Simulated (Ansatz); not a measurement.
# C₃H₆OSSi: up Jacob's ladder to CCSD(T)

One table from this session's results is given with a row withheld; the runs are named, their logs left out.

Computed with Ansatz 0.2.0, Gaussian basis. Level: functionals in def2-TZVPP, the program's frozen cores in correlated methods.

Plan: PBE-D4, r2SCAN-D4, PBE0-D4, B3LYP-D4, ωB97X-V, ωB97M-V, B2PLYP; CCSD(T)/def2-TZVPP; MP2/def2-QZVPP; extrapolation to the limit.

### Structure used throughout

An earlier PBE0-D4 in a triple-zeta def2 set relaxation fixed the geometry.

SMILES `C=C1O[Si]1(C)S`, 12 atoms, charge 0, spin multiplicity 1.

Atoms are counted from 1 here; the program's logs count them from 0.

Bond lengths: C1–C2 1.318 Å, C1–H7 1.085 Å, C1–H8 1.081 Å, C2–O3 1.417 Å, C2–Si4 1.775 Å, O3–Si4 1.681 Å, Si4–C5 1.844 Å, Si4–S6 2.109 Å, C5–H9 1.092 Å, C5–H10 1.093 Å, C5–H11 1.091 Å, S6–H12 1.344 Å. Angles: C2–C1–H7 121.2°, C2–C1–H8 119.9°, H7–C1–H8 118.9°, C1–C2–O3 128.8°, C1–C2–Si4 168.7°, O3–C2–Si4 62.4°, C2–O3–Si4 69.3°, C2–Si4–O3 48.3°, C2–Si4–C5 125.7°, C2–Si4–S6 122.6°, O3–Si4–C5 118.1°, O3–Si4–S6 117.9°, C5–Si4–S6 109.7°, Si4–C5–H9 110.9°, Si4–C5–H10 110.3°, Si4–C5–H11 109.5°, H9–C5–H10 108.2°, H9–C5–H11 109.0° and more.

Set-up of the first run:

in.yaml reads:

```yaml
crystal:
  periodic: [false, false, false]
  atoms:
    - {symbol: C, position_ang: [1.099822, -1.890745, -1.220844]}
    - {symbol: C, position_ang: [0.703442, -0.813462, -0.572381]}
    - {symbol: O, position_ang: [1.440700, 0.014120, 0.310471]}
    - {symbol: Si, position_ang: [-0.124790, 0.596462, 0.118831]}
    - {symbol: C, position_ang: [-1.244368, 0.574314, 1.584334]}
    - {symbol: S, position_ang: [-0.385714, 2.397048, -0.948279]}
    - {symbol: H, position_ang: [2.111374, -2.268746, -1.117831]}
    - {symbol: H, position_ang: [0.409551, -2.414436, -1.868017]}
    - {symbol: H, position_ang: [-2.290116, 0.639631, 1.276491]}
    - {symbol: H, position_ang: [-1.028146, 1.421646, 2.239851]}
    - {symbol: H, position_ang: [-1.095765, -0.350969, 2.143038]}
    - {symbol: H, position_ang: [0.481111, 2.040038, -1.911764]}
basis:
  gaussian: {orbitals: def2-TZVPP}
hamiltonian: {xc: pbe, dispersion: d4}
output: {forces: true, orbitals: {seedname: orbitals}}
```

Run with:

```console
ansatz run in.yaml --threads 4 --pin off --events-out ev --progress --plain --max-ram 10444MiB
```

Steps of the session up to this table: PBE-D4 (GGA); r2SCAN-D4 (meta-GGA); PBE0-D4 (hybrid); B3LYP-D4 (hybrid); ωB97X-V (range-separated); ωB97M-V (range-separated); B2PLYP (double hybrid); CCSD(T) in def2-TZVPP; MP2 in def2-QZVPP.

One table of the session follows, with a row left open; its other results are not shown here.

It belongs to the step «Atomisation energies». 

```
            method  atomisation energy (kJ/mol)
            PBE-D4                       4866.2
         r2SCAN-D4                       4769.8
           PBE0-D4                       4762.1
          B3LYP-D4                       4723.1
           ωB97X-V                       4749.0
           ωB97M-V                       4756.2
            B2PLYP                       4675.4
     HF/def2-TZVPP                       3376.1
    MP2/def2-TZVPP                       4701.8
   CCSD/def2-TZVPP                            ?
CCSD(T)/def2-TZVPP                       4595.6
           MP2/CBS                       4835.4
       CCSD(T)/CBS                       4729.2
```

Q: Estimate the row for CCSD/def2-TZVPP from the others.

As computed: atomisation energy (kJ/mol): 4506.6. In the column «atomisation energy (kJ/mol)» it lies between HF/def2-TZVPP (3376.1) and CCSD(T)/def2-TZVPP (4595.6).
